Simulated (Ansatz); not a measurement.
# CdSe (F-43m): equation of state with a fit from a Python script

Where is the equilibrium volume of CdSe (F-43m), and how stiff is it? Aim: an equation of state with a fit, for CdSe (F-43m), run from a script.

All numbers are computed with Ansatz 0.2.0, driven from Python. Level of theory: DFT mr2scan, plane waves, PAW.

### 1 Starting point

It takes space group F-43m (No. 216, cubic). The conventional cell has a = 6.141 Å, b = 6.141 Å, c = 6.141 Å, α = 90.00°, β = 90.00°, γ = 90.00°. Cd (site symmetry -43m) has 4 Se at 2.66 Å as nearest neighbours. Se (site symmetry -43m) is surrounded by 4 Cd at 2.66 Å.

The script holds or builds the structure itself.

### 2 Script

The input, run_eos.py:

```python
"""Equation of state of CdSe."""

import ansatz as az
from ase.eos import EquationOfState
from ase.units import GPa
import numpy as np

VECTORS = np.array([
    [0.0, 3.070271, 3.070271],
    [3.070271, 0.0, 3.070271],
    [3.070271, 3.070271, 0.0],
])
SITES = [
    ("Cd", (0.0, 0.0, 0.0)),
    ("Se", (0.75, 0.75, 0.75)),
]


def build(cell):
    crystal = az.Crystal(lattice=az.Lattice.of(cell))
    for symbol, position in SITES:
        crystal = crystal.atom(symbol, position)
    return crystal


def main() -> None:
    # scale the volume, keep shape and fractions
    volumes, energies, pressures = [], [], []
    for scale in np.linspace(0.88, 1.12, 7):
        cell = VECTORS * scale ** (1 / 3)
        calc = build(cell).calculation()
        calc = calc.functional("mr2scan")
        calc = calc.basis(500)
        calc = calc.occupations("Fixed")
        calc = calc.scf(tolerance=1e-09)
        calc = calc.kpoints(5, 5, 5).stress()
        data = calc.run().report
        volumes.append(abs(np.linalg.det(cell)) / len(SITES))
        energies.append(data["free_energy_ev"] / len(SITES))
        pressures.append(np.trace(data["stress_gpa"]) / 3)
        print(f"V = {volumes[-1]:8.4f} A^3/atom  F = {energies[-1]:.5f} eV/atom  P = {pressures[-1]:8.3f} GPa")

    eos = EquationOfState(volumes, energies, eos="birchmurnaghan")
    v0, e0, bulk = eos.fit()
    print(f"V0 = {v0:.4f} A^3/atom, E0 = {e0:.5f} eV/atom, B = {bulk / GPa:.1f} GPa")


if __name__ == "__main__":
    main()
```

### 3 The input behind the calls

The package turns the script's settings into the engine's input (first run):

```yaml
crystal:
  lattice:
    - [0.0, 2.9421914871928023, 2.9421914871928023]
    - [2.9421914871928023, 0.0, 2.9421914871928023]
    - [2.9421914871928023, 2.9421914871928023, 0.0]
  atoms:
    - { symbol: Cd, position: [0.0, 0.0, 0.0] }
    - { symbol: Se, position: [0.75, 0.75, 0.75] }
basis:
  ecutwfc: 500.0
kpoints:
  mp_grid:
    grid: [5, 5, 5]
hamiltonian:
  xc: mr2scan
scf:
  convergence:
    dr2_threshold: 1.0e-09
  occupations:
    method: fixed
output:
  stress: true
```

### 4 Running it

On the command line:

```bash
python run_eos.py
```

**Question.** Estimate the equilibrium volume and the bulk modulus.

**Answer**, as computed:

| quantity | value |
| --- | --- |
| runs compared | 7 |
| range of energy | 81.06 meV/atom |
| lowest point, volume (Å³/atom) | 28.942 |
| equilibrium volume (fit) | 28.87 Å³/atom |
| bulk modulus (fit) | 52 GPa |

In words: A third-order Birch-Murnaghan fit through the 7 points has its minimum at 28.87 Å³ an atom, 0.3 % below the typed cell, with a bulk modulus of 52 GPa and dB/dP = 4.6. From that minimum the energy rises by 81.1 meV an atom on the compressed side and 56.6 meV on the expanded side. For a gap this small the mesh is coarse, and bands can meet between its points. Pressure is positive in compression. The structure comes from a database of computed cells and needn't be a stable or known phase.
